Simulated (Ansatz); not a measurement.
**C6H7ClO2Zr: small, medium and large basis sets**

The task here is to estimate one member of a computed series from the others.

Method: one geometry, several basis sets; program: Ansatz 0.2.0, Gaussian basis.

The runs, in order: PBE0-D4/def2-SVP; ωB97M-V/def2-SVP; PBE0-D4/def2-QZVPP; ωB97M-V/def2-QZVPP; the functionals' def2-TZVPP values are taken from earlier runs.

1 further run of the same task is left out (it didn't finish).

### Structure used throughout

The geometry comes from an earlier relaxation with PBE0-D4 in a triple-zeta def2 set; it is a stationary point, not always the lowest conformer. Zr takes the def2 core potential; no spin-orbit term is included.

SMILES `[OH][Zr]([OH])([Cl])[c]1ccccc1`, 17 atoms, charge 0, spin multiplicity 1.

Atoms are counted from 1 here; the program's logs count them from 0.

Bond lengths: O1–Zr2 1.909 Å, O1–H11 0.953 Å, Zr2–O3 1.909 Å, Zr2–Cl4 2.372 Å, Zr2–C5 2.209 Å, O3–H12 0.953 Å, C5–C6 1.400 Å, C5–C10 1.400 Å, C6–C7 1.387 Å, C6–H13 1.087 Å, C7–C8 1.388 Å, C7–H14 1.085 Å, C8–C9 1.388 Å, C8–H15 1.084 Å, C9–C10 1.387 Å, C9–H16 1.085 Å, C10–H17 1.087 Å. Angles: Zr2–O1–H11 164.1°, O1–Zr2–O3 114.7°, O1–Zr2–Cl4 111.4°, O1–Zr2–C5 105.5°, O3–Zr2–Cl4 111.4°, O3–Zr2–C5 105.5°, Cl4–Zr2–C5 107.8°, Zr2–O3–H12 163.4°, Zr2–C5–C6 121.3°, Zr2–C5–C10 121.2°, C6–C5–C10 117.4°, C5–C6–C7 121.5°, C5–C6–H13 120.0°, C7–C6–H13 118.5°, C6–C7–C8 119.9°, C6–C7–H14 120.1°, C8–C7–H14 120.0°, C7–C8–C9 119.9° and more.

As a file:

```xyz
17
C6H7ClO2Zr
O     0.9747   -1.7467   -2.6461
Zr    1.7655   -0.7303   -1.2373
O     2.8192   -1.7484   -0.0135
Cl    2.9742    1.1265   -2.0850
C     0.0724    0.0486   -0.0508
C    -1.1623    0.3347   -0.6464
C    -2.2018    0.8998    0.0778
C    -2.0278    1.1909    1.4233
C    -0.8162    0.9149    2.0405
C     0.2183    0.3496    1.3092
H     0.8093   -2.3817   -3.3374
H     3.4100   -2.3920    0.3675
H    -1.3242    0.1111   -1.6979
H    -3.1493    1.1131   -0.4053
H    -2.8387    1.6320    1.9924
H    -0.6797    1.1400    3.0927
H     1.1564    0.1378    1.8161
```

The first run:

File in.yaml:

```yaml
crystal:
  periodic: [false, false, false]
  atoms:
    - {symbol: O, position_ang: [0.974701, -1.746691, -2.646146]}
    - {symbol: Zr, position_ang: [1.765526, -0.730315, -1.237279]}
    - {symbol: O, position_ang: [2.819179, -1.748442, -0.013452]}
    - {symbol: Cl, position_ang: [2.974189, 1.126512, -2.084959]}
    - {symbol: C, position_ang: [0.072428, 0.048594, -0.050755]}
    - {symbol: C, position_ang: [-1.162302, 0.334746, -0.646408]}
    - {symbol: C, position_ang: [-2.201822, 0.899819, 0.077840]}
    - {symbol: C, position_ang: [-2.027845, 1.190945, 1.423283]}
    - {symbol: C, position_ang: [-0.816181, 0.914894, 2.040463]}
    - {symbol: C, position_ang: [0.218281, 0.349638, 1.309164]}
    - {symbol: H, position_ang: [0.809336, -2.381686, -3.337372]}
    - {symbol: H, position_ang: [3.410031, -2.392028, 0.367496]}
    - {symbol: H, position_ang: [-1.324192, 0.111103, -1.697866]}
    - {symbol: H, position_ang: [-3.149288, 1.113071, -0.405266]}
    - {symbol: H, position_ang: [-2.838717, 1.631960, 1.992448]}
    - {symbol: H, position_ang: [-0.679716, 1.140045, 3.092729]}
    - {symbol: H, position_ang: [1.156383, 0.137837, 1.816070]}
basis:
  gaussian: {orbitals: def2-SVP}
hamiltonian: {xc: pbe0, dispersion: d4}
output: {orbitals: {seedname: orbitals}}
```

Command:

```
ansatz run in.yaml --threads 4 --pin off --events-out ev --progress --plain --max-ram 66560MiB --backend cpu
```

Steps of the session up to this table: PBE0-D4 in def2-SVP; ωB97M-V in def2-SVP; PBE0-D4 in def2-QZVPP; ωB97M-V in def2-QZVPP.

One table of the session follows, with a row left open; its other results are not shown here.

It belongs to the step «Density functionals: the series». 

```
functional       basis  HOMO (eV)
   PBE0-D4    def2-SVP      -7.19
   PBE0-D4  def2-TZVPP          ?
   PBE0-D4  def2-QZVPP      -7.26
   ωB97M-V    def2-SVP      -9.21
   ωB97M-V  def2-TZVPP      -9.26
   ωB97M-V  def2-QZVPP      -9.28
```

Estimate the missing values for PBE0-D4, def2-TZVPP.

**Answer.** HOMO (eV): -7.24. In the column «HOMO (eV)» it lies between PBE0-D4, def2-QZVPP (-7.26) and PBE0-D4, def2-SVP (-7.19).
